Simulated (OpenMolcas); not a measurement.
# B2O2 (diboron dioxide): HF/ANO-R3 (sfX2C, RICD fitting, fitting threshold 1e-05)

What is the vertical singlet–triplet gap of B2O2 (diboron dioxide) at HF/ANO-R3 (sfX2C, RICD fitting, fitting threshold 1e-05)? 

The results are computed with OpenMolcas 26.06.

**1. The system as given**

B2O2 has 4 atoms, charge 0, and is taken as a singlet. SMILES: `O=BB=O`. The coordinates come from a GFN2-xTB relaxation.

Bond lengths: O1–B2 1.188 Å, B2–B3 1.619 Å, B3–O4 1.188 Å. Angles: O1–B2–B3 179.4°, B2–B3–O4 179.6°.

**2. The energy at HF/ANO-R3 (sfX2C, RICD fitting, fitting threshold 1e-05)**

Contents of job.input:

```
* B2O2 Hartree-Fock
&gateway
coord
4
angstrom
O       -0.733460       0.451810       1.802120
B       -0.300580       0.189000       0.727450
B        0.295060      -0.182970      -0.731290
O        0.738970      -0.457840      -1.798280
basis = ANO-R3
group = NoSym
ricd
cdthreshold = 1e-05
&seward
&scf
prorbitals = 0
```

Run with:

```
$ export MOLCAS_MEM=1860
$ pymolcas job.input > job.log
```

The log of the run:

```text
--- Start Module: gateway ---
[...]
--- Stop Module: gateway /rc=_RC_ALL_IS_WELL_ ---
--- Start Module: seward ---
[...]
      Basis functions          132
--- Stop Module: seward /rc=_RC_ALL_IS_WELL_ ---
[...]
--- Start Module: scf ---
[...]
       Convergence after  11 Iterations
[...]
::    Total SCF energy                               -199.3824666910
[...]
      Total spin, S                                     0.0000000000
[...]
      Total electronic charge=   26.000000
      Total            charge=   -0.000000
[...]
      Dipole Moment (debye):
      Origin of the operator (angstrom)=    0.0005   -0.0006    0.0004
                   X= -2.9624E-02               Y=  3.2444E-02               Z= -2.0980E-02           Total=  4.8686E-02
      Quadrupole Moment (debye*angstrom):
[...]
--- Stop Module: scf /rc=_RC_ALL_IS_WELL_ ---
[...]
```

Run time: 9.6 s. Hardware: 1 thread of Intel Xeon Platinum 8488C (Sapphire Rapids), shared host; peak memory 0.12 GiB.

**3. The triplet**

Contents of job.input:

```
>>> EXPORT MOLCAS_PRINT=2
&GATEWAY
Coord
4
angstrom
O       -0.733460       0.451810       1.802120
B       -0.300580       0.189000       0.727450
B        0.295060      -0.182970      -0.731290
O        0.738970      -0.457840      -1.798280
Basis
ANO-R3
Group
NoSym
RICD
CDThreshold
1e-05
&SEWARD
&SCF
UHF
Spin
3
PrOrbitals
0
```

Run with:

```
$ export MOLCAS_MEM=1860
$ pymolcas job.input > job.log
```

The log of the run:

```text
--- Start Module: gateway ---
[...]
--- Stop Module: gateway /rc=_RC_ALL_IS_WELL_ ---
--- Start Module: seward ---
[...]
      Basis functions          132
--- Stop Module: seward /rc=_RC_ALL_IS_WELL_ ---
[...]
--- Start Module: scf ---
[...]
       Convergence after  55 Iterations
[...]
::    Total SCF energy                               -199.1630636991
[...]
      Total spin, S                                     1.0178497899
[...]
      Total electronic charge=   26.000000
      Total            charge=   -0.000000
[...]
      Dipole Moment (debye):
      Origin of the operator (angstrom)=    0.0005   -0.0006    0.0004
                   X= -1.7046E-02               Y=  1.0103E-02               Z= -1.2866E-02           Total=  2.3626E-02
      Quadrupole Moment (debye*angstrom):
[...]
--- Stop Module: scf /rc=_RC_ALL_IS_WELL_ ---
[...]
```

It took 35 s on 1 thread of Intel Xeon Platinum 8488C (Sapphire Rapids), shared host; peak memory 0.12 GiB.

**4. Summary of results**

Level: HF/ANO-R3 (sfX2C, RICD fitting, fitting threshold 1e-05).

| quantity | value |
| --- | --- |
| singlet: total energy | -199.38247 Eh |
| singlet: dipole moment | 0.05 D |
| singlet: HOMO energy | -14.77 eV |
| singlet: LUMO energy | 0.87 eV |
| singlet: HOMO–LUMO gap | 15.64 eV |
| triplet: total energy | -199.16306 Eh |
| triplet: dipole moment | 0.02 D |
| triplet: HOMO energy (highest over α and β) | -7.25 eV |
| triplet: LUMO energy (lowest over α and β) | -3.90 eV |
| triplet: ⟨S²⟩ | 2.054 |
| vertical energy of the triplet above the singlet | 5.970 eV |

What this shows: At this shape the triplet lies 5.97 eV (138 kcal/mol) above the singlet. Mulliken charges (triplet) run from -0.21 on O1 to +0.21 on B3.
